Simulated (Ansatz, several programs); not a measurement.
An ordered 4-atom cell of MgGeSb2 on the zincblende lattice (P-4m2), relaxed with PBE in Ansatz (plane waves, PAW): it is tetragonal, P-4m2 (No. 115); conventional cell a = 4.466 Å, c = 6.511 Å, 32.47 Å³ an atom. Mg has 4 Sb at 2.80 Å; Sb has 2 Ge at 2.73 Å and 2 Mg at 2.80 Å; Ge has 4 Sb at 2.73 Å. The cell was then scaled with its shape and fractional coordinates held, which makes it stiffer than a relaxed compression. No spin polarisation and no zero-point or thermal motion; the cell was built from a prototype and may be hypothetical.

| V (Å³/atom) | E (meV/atom) |
| --- | --- |
| 30.518 | 15.83 |
| 32.466 | 0.00 |
| 33.440 | 3.33 |
| 34.414 | 12.63 |

Question: Pass a cubic E = c₀ + c₁u + c₂u² + c₃u³, with u = V − 32.710 Å³, through these points.

Answer: c₀ = 0.21, c₁ = +1.755, c₂ = 3.599, c₃ = -0.2065 (meV and Å³).

Question: Where is the minimum, and what bulk modulus follows?

Answer: dE/du = 0 at u = -0.239, so V₀ = 32.47 Å³. B = V₀ d²E/dV² = 32.47 × (2c₂ + 6c₃u) = 32.47 × 7.494 = 243 meV/Å³, and 1 meV/Å³ is 0.16022 GPa: 39 GPa. A third-order Birch-Murnaghan fit to all five points gives 32.47 Å³ and 39 GPa.

Question: Predict the energy and the pressure at the withheld volume, 31.492 Å³.

Answer: With u = -1.218: E ≈ 3.78 meV and P = −dE/dV ≈ +1.27 GPa. The run gives 3.74 meV and, from its stress, +1.26 GPa.
